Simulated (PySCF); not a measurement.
# C₃H₆Ge: electronic excitations and core binding energies

What electronic excitations and core binding energies should C₃H₆Ge (`[GeH3][CH]1C=C1`) show?

Programs: PySCF 2.14.0, with density-fitted response routines of our own. Each step states its level of theory. These are calculated values for one molecule in the gas phase, unless marked as measured. Atoms count from 0, in the outputs and in this text.

### 1 The molecule as given

10 atoms, charge 0, multiplicity 1; geometry from: GFN2-xTB.

Bonds of the start (Å): Ge0–C1 1.96, C1–C2 1.51, C2–C3 1.29, C3–C1 1.51, Ge0–H4 1.50, Ge0–H5 1.50, Ge0–H6 1.50, C1–H7 1.09, C2–H8 1.06, C3–H9 1.06.

### 2 Ultraviolet spectrum: B3LYP/def2-SVPD

Job settings and geometry (Å):

```
{"job": {"kind": "uv", "xc": "B3LYP", "basis": "def2-SVPD", "nstates": 8, "ntriplets": 3}, "charge": 0, "multiplicity": 1}
Ge     1.425229    -0.007650    -0.466200
C     -0.405516     0.534835    -0.026194
C     -1.564387    -0.431301    -0.069387
C     -1.176959    -0.083271     1.114659
H      1.730926     0.157843    -1.922465
H      1.657640    -1.443669    -0.119931
H      2.448683     0.801696     0.267966
H     -0.628364     1.578128    -0.260048
H     -2.210924    -0.975148    -0.712917
H     -1.267445    -0.126809     2.171990
```

Method: TDDFT B3LYP/def2-SVPD, vertical, gas phase, core orbitals frozen in the response.

The run is started by

```console
OMP_NUM_THREADS=1 python probes_run.py task.json out
```

The driver reads the jobs from task.json and runs them one after another.

The log of the run:

```text
coarse grid: 37792 points
cycle   1  E = -2194.4844695876  dE = -1.475e-01  |g| = 4.793e-01  |ddm| = 4.440e+00
cycle   2  E = -2194.4664124618  dE =  1.806e-02  |g| = 5.675e-01  |ddm| = 1.098e+00
cycle   3  E = -2194.5198951138  dE = -5.348e-02  |g| = 5.173e-02  |ddm| = 7.089e-01
cycle   4  E = -2194.5205367643  dE = -6.417e-04  |g| = 2.193e-02  |ddm| = 9.116e-02
cycle   5  E = -2194.5206427874  dE = -1.060e-04  |g| = 4.544e-03  |ddm| = 3.434e-02
cycle   6  E = -2194.5206488890  dE = -6.102e-06  |g| = 1.018e-03  |ddm| = 1.049e-02
final grid: 78896 points
cycle   7  E = -2194.5206337269  dE =  7.687e-08  |g| = 1.178e-03  |ddm| = 6.331e-03
cycle   8  E = -2194.5206335229  dE =  2.040e-07  |g| = 1.452e-03  |ddm| = 4.142e-03
cycle   9  E = -2194.5206341065  dE = -5.836e-07  |g| = 1.038e-04  |ddm| = 2.329e-03
cycle  10  E = -2194.5206341085  dE = -1.977e-09  |g| = 2.611e-05  |ddm| = 1.281e-04
cycle  11  E = -2194.5206341087  dE = -1.842e-10  |g| = 5.959e-06  |ddm| = 3.497e-05
converged SCF energy = -2194.5206341087

Static polarisability (au): isotropic 64.469, principal 55.262 60.905 77.238

Singlet excitations
state   eV       nm        f      main configurations
  1   5.3958    229.8   0.02595   H->L 0.96
  2   6.2156    199.5   0.00356   H-1->L 0.91
  3   6.3060    196.6   0.00418   H->L+1 0.85, H->L+2 0.10
  4   6.7756    183.0   0.19687   H->L+2 0.83, H->L+1 0.08
  5   6.8111    182.0   0.00119   H->L+3 0.99
  6   6.8646    180.6   0.00653   H->L+4 0.92
  7   7.2331    171.4   0.00688   H-2->L 0.58, H-4->L 0.36
  8   7.2943    170.0   0.00385   H->L+5 0.99

Triplet excitations (Tamm-Dancoff, eV): 3.7299 5.8253 6.1423
```

It took 13 s on 1 thread of Arm Neoverse V2, shared host; peak memory 0.59 GiB.

Frontier orbitals and where they lie:

| orbital | eV | atoms |
| --- | --- | --- |
| HOMO−3 | -9.43 | Ge0 31 %, H4 17 %, H6 17 % |
| HOMO−2 | -9.00 | Ge0 38 %, H5 28 %, H6 10 % |
| HOMO−1 | -8.18 | C1 29 %, C3 15 %, C2 15 % |
| HOMO | -6.71 | C3 24 %, C2 24 %, C1 22 % |
| LUMO | -0.61 | C3 35 %, C2 35 %, C1 8 % |
| LUMO+1 | 0.46 | Ge0 51 %, H4 8 %, H6 8 % |
| LUMO+2 | 0.76 | Ge0 33 %, C1 15 %, H5 12 % |

With each of the 8 states as a Gaussian band of 0.4 eV half-width at 1/e, the curve within the window shown has maxima at 229 nm (ε 1,100), 183 nm (ε 8,400) L/(mol cm). Beyond the last state computed it falls off for lack of states. The curve at chosen wavelengths:

(nm, ε (L/mol/cm)): (163, 343), (167, 1047), (171, 2634), (174, 4474), (178, 7073), (182, 8416), (186, 7707), (190, 5618), (193, 3913), (197, 2133), (201, 1081), (205, 583), (209, 424), (212, 443), (216, 580), (220, 777), (224, 953), (228, 1047), (231, 1045), (235, 953), (239, 790), (243, 601), (247, 423), (250, 311), (254, 194), (258, 115)

Further results of this job:

| property | computed |
| --- | --- |
| dipole moment (D) | 1.37 |
| polarisability (Å³) | 9.55 |
| HOMO–LUMO gap (eV) | 6.10 |
| −ε(HOMO) (eV) | 6.71 |

### 3 X-ray photoelectron lines: SCAN, X2C

Settings changed since step 2:

```diff
@@ -1,2 +1,2 @@
-{"job": {"kind": "uv", "xc": "B3LYP", "basis": "def2-SVPD", "nstates": 8, "ntriplets": 3}, "charge": 0, "multiplicity": 1}
+{"job": {"kind": "xps"}, "charge": 0, "multiplicity": 1}
 Ge     1.425229    -0.007650    -0.466200
```

Method: delta-SCF UKS SCAN, pcX-2 on the ionised atom, pcseg-1 elsewhere, spin-free X2C.

The log of the run:

```text
ground state, core basis on atom 1 (C), 130 functions
  cycle   1  E = -2211.70701358  |g| = 3.67e-01
  cycle   2  E = -2211.67725686  |g| = 4.91e-01
  cycle   3  E = -2211.74213755  |g| = 6.88e-02
  cycle   4  E = -2211.74322401  |g| = 2.88e-02
  cycle   5  E = -2211.74343548  |g| = 6.22e-03
  cycle   6  E = -2211.74344862  |g| = 1.26e-03
  cycle   7  E = -2211.74344667  |g| = 1.24e-03
  cycle   8  E = -2211.74344593  |g| = 2.97e-04
  E(ground) = -2211.87931882 Eh
hole in C 1s of atom 1
  cycle   1  E = -2200.47543414  |g| = 1.52e+00
  cycle   2  E = -2199.46554372  |g| = 2.04e+00
  cycle   3  E = -2200.99570667  |g| = 3.87e-01
  cycle   4  E = -2201.05286700  |g| = 1.33e-01
  cycle   5  E = -2201.06037654  |g| = 4.24e-02
  cycle   6  E = -2201.06130896  |g| = 7.42e-03
  cycle   7  E = -2201.06135301  |g| = 2.86e-03
  cycle   8  E = -2201.06136069  |g| = 2.56e-03
  cycle   9  E = -2201.06136258  |g| = 1.99e-03
  cycle  10  E = -2201.06136635  |g| = 3.57e-04
  E(ion) = -2201.19566426 Eh   <S^2> = 0.7754   hole on atom = 1.000   binding energy = 290.717 eV
ground state, core basis on atom 2 (C), 130 functions
  cycle   1  E = -2211.74364407  |g| = 5.77e-02
  cycle   2  E = -2211.74343093  |g| = 3.31e-02
  cycle   3  E = -2211.74314954  |g| = 4.63e-02
  cycle   4  E = -2211.74370536  |g| = 4.66e-03
  cycle   5  E = -2211.74371243  |g| = 5.99e-04
  cycle   6  E = -2211.74371024  |g| = 1.94e-04
  E(ground) = -2211.88029499 Eh
hole in C 1s of atom 2
  cycle   1  E = -2200.47386151  |g| = 1.51e+00
  cycle   2  E = -2198.47826111  |g| = 2.23e+00
  cycle   3  E = -2200.84606324  |g| = 5.50e-01
  cycle   4  E = -2200.98427960  |g| = 3.81e-01
  cycle   5  E = -2201.03816023  |g| = 1.97e-01
  cycle   6  E = -2201.05651130  |g| = 2.42e-02
  cycle   7  E = -2201.05692144  |g| = 9.83e-03
  cycle   8  E = -2201.05704299  |g| = 6.57e-03
  cycle   9  E = -2201.05709610  |g| = 4.61e-03
  cycle  10  E = -2201.05713869  |g| = 2.81e-03
  cycle  11  E = -2201.05716462  |g| = 1.28e-03
  cycle  12  E = -2201.05716862  |g| = 6.51e-04
  cycle  13  E = -2201.05716790  |g| = 2.46e-04
  E(ion) = -2201.19280021 Eh   <S^2> = 0.8335   hole on atom = 1.000   binding energy = 290.822 eV
```

Wall time 13 s (1 thread of Arm Neoverse V2, shared host); peak memory 0.4 GiB.

Binding energies by hole, beside the orbital energy of the ground state; the difference holds orbital relaxation and, for a density functional, its self-interaction error:

| hole | stands for | environment | ΔSCF (eV) | −ε (eV) | ⟨S²⟩ |
| --- | --- | --- | --- | --- | --- |
| C1s on C1 | C1 | three-membered-ring carbon | 290.72 | 274.3 | 0.775 |
| C1s on C2 | C2, C3 | alkene CH | 290.82 | 274.3 | 0.834 |

Each hole run stands for the others of its class of like atoms.

### 4 Summary of results

| quantity | value |
| --- | --- |
| lowest singlet (B3LYP/def2-SVPD) | 5.40 eV (230 nm), f = 0.026 |
| brightest single state of those computed | state 4, 6.78 eV, f = 0.197 |
| lowest triplet | 3.73 eV |
| C1s binding energies, SCAN/pcX-2 | C2 290.82, C1 290.72 eV |

What this shows: The first singlet state (HOMO→LUMO 0.96) lies at 5.40 eV and is weak; of the 8 states computed, the strongest absorption comes from state 4 at 6.78 eV. The lowest triplet lies 1.67 eV below the lowest singlet (triplets in Tamm-Dancoff, singlets in full TDDFT). States above −ε(HOMO) lie where TDDFT describes them poorly and they hang on the basis; the brightest is among them. C2 (alkene CH) binds its C1s electron 0.10 eV more tightly than C1 (three-membered-ring carbon).
